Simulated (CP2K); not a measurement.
Wanted: an ASE script for a CP2K 2026.2 run.

```yaml
Task: relaxation of the atoms
Functional: PBEsol
Dispersion: D3(BJ)
Potentials_or_basis: GTH_POTENTIALS In GTH-PBE-q13; DZVP-MOLOPT-SR-GTH basis
Density_cutoff: 6123 eV
k_mesh: 6 × 4 × 1
Occupations: fermi-dirac, width 0.01 eV
Spin: no spin polarisation
SCF_solver: diagonalisation with k points
Quickstep_method: GPW
EPS_DEFAULT: 1.0E-9
EPS_SCF: 1.0E-6
MAX_SCF: 100
SCF_GUESS: ATOMIC
Mesh_centred_on_Gamma: yes
CHOLESKY: OFF
EPS_EIGVAL: 1.0E-7
MIXING_METHOD: BROYDEN_MIXING
MIXING_ALPHA: 0.2
NBUFFER: 8
NGRIDS: 5
EXTRAPOLATION: USE_PREV_P
Basis_sets: In DZVP-MOLOPT-SR-GTH-q13
Potentials: In GTH-PBE-q13 of GTH_POTENTIALS
ADDED_MOS: "[22]"
ASE_optimiser: FIRE
Most_steps: 40
Atoms_held_from_0: "[0, 1, 2, 3]"
Force_threshold_eV/A: 0.02 eV/Å
REL_CUTOFF_Ry: 60 Ry
MIXING_BETA_1/bohr: 1.5 1/bohr
CUTOFF_of_the_grids: 450 Ry
Cutoff_radius_of_the_dispersion_sum_A: 20
```

In, a slab with vacuum:

```
In
1.0
     3.33548    0.00000    0.00000
     0.00000    5.50914    0.00000
     0.00000    0.00000   24.62872
In
8
Direct
  0.00000 0.75000 0.30452
  0.50000 0.25000 0.34362
  0.50000 0.75000 0.42181
  0.00000 0.25000 0.46090
  0.00000 0.75000 0.53910
  0.50000 0.25000 0.57819
  0.50000 0.75000 0.65638
  0.00000 0.25000 0.69548
```

The slab is cut from a database's or a generator's crystal, which needn't be the stable form of the element.

The cell isn't the ideal one: the (1 0 0) slab of In, cut from the database cell, not relaxed.

One way to write it, as run:

in_relax.py

```python
from ase import Atoms
from ase.optimize import FIRE
from ase.io import Trajectory
from ase.constraints import FixAtoms
from ase.calculators.cp2k import CP2K

atoms = Atoms(['In', 'In', 'In', 'In', 'In', 'In', 'In', 'In'],
              cell=[[3.335484782, 0.0, 0.0], [0.0, 5.50914292, 0.0], [0.0, 0.0, 24.6287152031]],
              scaled_positions=[[0.999999995, 0.75, 0.3045225842], [0.500000005, 0.25, 0.3436180681], [0.499999995, 0.75, 0.4218090335], [5e-09, 0.25, 0.4609045173], [0.999999995, 0.75, 0.5390954827], [0.500000005, 0.25, 0.5781909665], [0.4999999949, 0.75, 0.6563819319], [4.9e-09, 0.25, 0.6954774158]],
              pbc=True)

inp = """
&FORCE_EVAL
  &DFT
    BASIS_SET_FILE_NAME BASIS_MOLOPT
    POTENTIAL_FILE_NAME GTH_POTENTIALS
    &MGRID
      CUTOFF 450
      REL_CUTOFF 60
      NGRIDS 5
    &END MGRID
    &QS
      METHOD GPW
      EPS_DEFAULT 1.0E-9
      EXTRAPOLATION USE_PREV_P
    &END QS
    &KPOINTS
      SCHEME MONKHORST-PACK 6 4 1
      GAMMA_CENTERED T
    &END KPOINTS
    &SCF
      SCF_GUESS ATOMIC
      EPS_SCF 1.0E-6
      MAX_SCF 100
      ADDED_MOS 22
      CHOLESKY OFF
      EPS_EIGVAL 1.0E-7
      &DIAGONALIZATION ON
        ALGORITHM STANDARD
      &END DIAGONALIZATION
      &MIXING ON
        METHOD BROYDEN_MIXING
        ALPHA 0.2
        BETA 1.5
        NBUFFER 8
      &END MIXING
      &SMEAR ON
        METHOD FERMI_DIRAC
        ELECTRONIC_TEMPERATURE 116.05
      &END SMEAR
    &END SCF
    &XC
      &XC_FUNCTIONAL
        &GGA_X_PBE_SOL
        &END GGA_X_PBE_SOL
        &GGA_C_PBE_SOL
        &END GGA_C_PBE_SOL
      &END XC_FUNCTIONAL
      &VDW_POTENTIAL
        POTENTIAL_TYPE PAIR_POTENTIAL
        &PAIR_POTENTIAL
          TYPE DFTD3(BJ)
          REFERENCE_FUNCTIONAL PBEsol
          PARAMETER_FILE_NAME dftd3.dat
          R_CUTOFF 20
        &END PAIR_POTENTIAL
      &END VDW_POTENTIAL
    &END XC
    &PRINT
      &KPOINTS ON
      &END KPOINTS
      &MULLIKEN ON
      &END MULLIKEN
      &MO ON
        ENERGIES T
        OCCUPATION_NUMBERS T
        &EACH
          QS_SCF 0
        &END EACH
        ADD_LAST NUMERIC
      &END MO
      &E_DENSITY_CUBE ON
        STRIDE 1
      &END E_DENSITY_CUBE
      &V_HARTREE_CUBE ON
        STRIDE 1
      &END V_HARTREE_CUBE
      &ELF_CUBE ON
        STRIDE 1
      &END ELF_CUBE
    &END PRINT
  &END DFT
  &SUBSYS
    &KIND In
      BASIS_SET DZVP-MOLOPT-SR-GTH-q13
      POTENTIAL GTH-PBE-q13
    &END KIND
    &PRINT
      &ATOMIC_COORDINATES ON
      &END ATOMIC_COORDINATES
      &CELL ON
      &END CELL
    &END PRINT
  &END SUBSYS
  &PRINT
    &FORCES ON
    &END FORCES
  &END PRINT
&END FORCE_EVAL
"""
calc = CP2K(command='cp2k.psmp -s', label='in_relax', inp=inp, print_level='LOW', stress_tensor=False,
            basis_set=None, basis_set_file=None, pseudo_potential=None, potential_file=None,
            xc=None, cutoff=None, max_scf=None, uks=None, multiplicity=None, poisson_solver=None, force_eval_method='Quickstep')
atoms.calc = calc

atoms.set_constraint(FixAtoms([0, 1, 2, 3]))
opt = FIRE(atoms)
opt.attach(Trajectory('steps.traj', 'w', atoms))
done = opt.run(fmax=0.02, steps=40)
print('converged:', done)
print('cell (A, degrees):', atoms.cell.cellpar())
print(atoms.get_scaled_positions())
print('energy (eV):', atoms.get_potential_energy())
print('forces (eV/A):')
print(atoms.get_forces())
```

Potentials or basis: GTH_POTENTIALS In GTH-PBE-q13; DZVP-MOLOPT-SR-GTH basis.

Command:

```sh
$ OMP_NUM_THREADS=4 python in_relax.py
```

It gave:

```json
{
  "Energy gained by relaxing": "18.6 meV/atom",
  "Ionic steps": "26",
  "Band gap on the k mesh": "none (metal or under the smearing width)",
  "Work function": "3.96 eV",
  "Work function of the upper face": "3.96 eV",
  "Work function of the lower face": "3.95 eV"
}
```

Caveat: the potentials were made for another functional, which shifts forces and pressure; the basis of atomic orbitals isn't converged, which shifts pressures, moduli and gaps.

Wall time 38 min on 4 threads of Intel(R) Xeon(R) Platinum 8259CL CPU @ 2.50GHz (Skylake/Cascade Lake) (shared host), peak memory 1.2 GiB.
